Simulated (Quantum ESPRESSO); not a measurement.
Ti3Se under changes of volume

One of the cells (17.581 Å³/atom); the others are scaled copies at fixed shape and fractional positions:

```
Se Ti
1.0
     3.19745    0.00000    0.00000
    -1.59872    2.76907    0.00000
     0.00000    0.00000    7.94275
Se Ti
1 3
Cartesian
  0.0000 0.0000 0.0000
  1.5987 0.9230 3.9714
  0.0000 1.8460 6.1390
  0.0000 1.8460 1.8038
```

The cell comes from a database or a generator and needn't be the stable form of this composition.

| Quantity | Value |
| --- | --- |
| Program | Quantum ESPRESSO 7.5 |
| Functional | PBE |
| Potentials or basis | SSSP 1.3 efficiency PBE |
| Cutoff | 748 eV |
| Density cutoff | 5987 eV |
| k mesh | 10 × 10 × 4 |
| Occupations | fermi-dirac, width 0.05 eV |
| Spin | no spin polarisation |

```tsv
volume (Å³/atom)	energy over the lowest point (meV/atom)	pressure (GPa)	largest force (eV/Å)
16.526	25.47	8.1	0.239
16.878	11.06	5.2	0.159
17.230	2.77	2.5	0.088
17.581	0.00	0.1	0.025
17.933	?	?	?
18.284	8.95	-4.0	0.081
18.636	19.75	-5.7	0.124
```

What does the run at 17.933 Å³/atom give?

Energy over the lowest point 2.22 meV/atom; pressure -2.0 GPa; largest force 0.031 eV/Å.

Worked out: A Birch-Murnaghan fit of order 3 (a polynomial in V^(-2/3)) to the other rows has its minimum at 17.59 Å³/atom with B0 = V·E''(V) = 113 GPa and B' = 4.1 at fixed shape and positions, which overstates the stiffness. It gives 2.23 meV/atom at 17.933 Å³/atom, against the run's 2.22, and -dE/dV = -2.1 GPa, against -2.0.

Energies are extrapolated to zero smearing.
